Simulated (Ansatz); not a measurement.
# TiPt3: stress in a strained cell

TiPt3 is deformed so: zz strain of -1 %. What stress and forces result, by LAPW, PAW and all-electron datasets made for the crystal?

Method: DFT PBEsol, scalar-relativistic, in Ansatz 0.2.0.

**1. The structure to begin with**

It takes space group Pm-3m (No. 221, cubic). Conventional cell: a = 3.897 Å, b = 3.897 Å, c = 3.897 Å, α = 90.00°, β = 90.00°, γ = 90.00°. Around Ti (site symmetry m-3m) lie 12 Pt at 2.76 Å. Around Pt (site symmetry 4/mmm) lie 4 Ti at 2.76 Å and 8 Pt at 2.76 Å.

As a file:

```
CELL_PARAMETERS angstrom
3.89700 0.00000 0.00000
0.00000 3.89700 0.00000
0.00000 0.00000 3.89700
ATOMIC_POSITIONS crystal
Ti 0.00000 0.00000 0.00000
Pt 0.00000 0.50000 0.50000
Pt 0.50000 0.00000 0.50000
Pt 0.50000 0.50000 0.00000
```

Atoms are numbered in the order of the input: Ti1, Pt2, Pt3, Pt4.

**2. The deformed structure**

Space group Pm-3m before, P4/mmm after.

**3. LAPW, all electrons**

File input.yaml:

```yaml
crystal:
  lattice:
    - [3.897, 0.0, 0.0]
    - [0.0, 3.897, 0.0]
    - [0.0, 0.0, 3.85803]
  atoms:
    - { symbol: Ti, position: [0.0, 0.0, 0.0] }
    - { symbol: Pt, position: [0.0, 0.5, 0.5] }
    - { symbol: Pt, position: [0.5, 0.0, 0.5] }
    - { symbol: Pt, position: [0.5, 0.5, 0.0] }
kpoints:
  mp_grid: { grid: [9, 9, 9] }
  band_path:
    path:
      - [0.0, 0.0, 0.0]
      - [0.0, 0.5, 0.0]
      - [0.5, 0.5, 0.0]
      - [0.0, 0.0, 0.0]
      - [0.0, 0.0, 0.5]
      - [0.0, 0.5, 0.5]
      - [0.5, 0.5, 0.5]
      - [0.0, 0.0, 0.5]
      - [0.0, 0.5, 0.0]
    npoints: 5
scf:
  occupations: { method: fermi_dirac, width: 0.05 }
hamiltonian:
  xc: pbesol
  pseudopotentials: { kind: all_electron, lapw: { basis_error: 0.0005 } }
output:
  forces: true
  stress: true
  eigenvalues: true
```

The run is started by

```
> ansatz run input.yaml --threads 1 --pin off --max-ram 4096MiB --backend cpu --events-out ev --progress --plain --runs-dir out
```

**4. Frozen-core PAW**

File input.yaml:

```yaml
crystal:
  lattice:
    - [3.897, 0.0, 0.0]
    - [0.0, 3.897, 0.0]
    - [0.0, 0.0, 3.85803]
  atoms:
    - { symbol: Ti, position: [0.0, 0.0, 0.0] }
    - { symbol: Pt, position: [0.0, 0.5, 0.5] }
    - { symbol: Pt, position: [0.5, 0.0, 0.5] }
    - { symbol: Pt, position: [0.5, 0.5, 0.0] }
kpoints:
  mp_grid: { grid: [9, 9, 9] }
scf:
  occupations: { method: fermi_dirac, width: 0.05 }
hamiltonian:
  xc: pbesol
  pseudopotentials: { kind: paw }
output:
  forces: true
  stress: true
  eigenvalues: true
  efg: { contact_densities: true }
  write_density: true
  write_potential: true
  elf: true
  volumetric_format: npy
```

**5. All-electron PAW on datasets made for the crystal**

input.yaml: that of step 4 with these lines changed.

```diff
@@ -16,3 +16,3 @@
   xc: pbesol
-  pseudopotentials: { kind: paw }
+  pseudopotentials: { kind: all_electron, datasets: crystal }
 output:
@@ -22,5 +22 @@
   efg: { contact_densities: true }
-  write_density: true
-  write_potential: true
-  elf: true
-  volumetric_format: npy
```

(Steps that only read results are left out.)

Q: Predict the outcome of this session. Wanted: pressure; largest shear or deviatoric stress.

**Answer**, as computed:

| quantity | value |
| --- | --- |
| pressure | LAPW 3.28, PAW 3.30, crystal datasets 3.29 GPa |
| largest shear or deviatoric stress (LAPW) | 1.20 GPa |

What this shows: The largest part of the stress beyond the pressure is 1.20 GPa in size, in the zz component; the atoms are carried along and not relaxed. No run of the undeformed cell stands beside it, so pressure and stress hold what the given cell had before the change, as far as its symmetry allows. PAW: stress within 0.02 GPa of LAPW. Crystal datasets: stress within 0.01 GPa of LAPW. Spin-orbit coupling is left out, though the cell holds Pt; in elements this heavy it can shift bands and gaps by tenths of an eV.
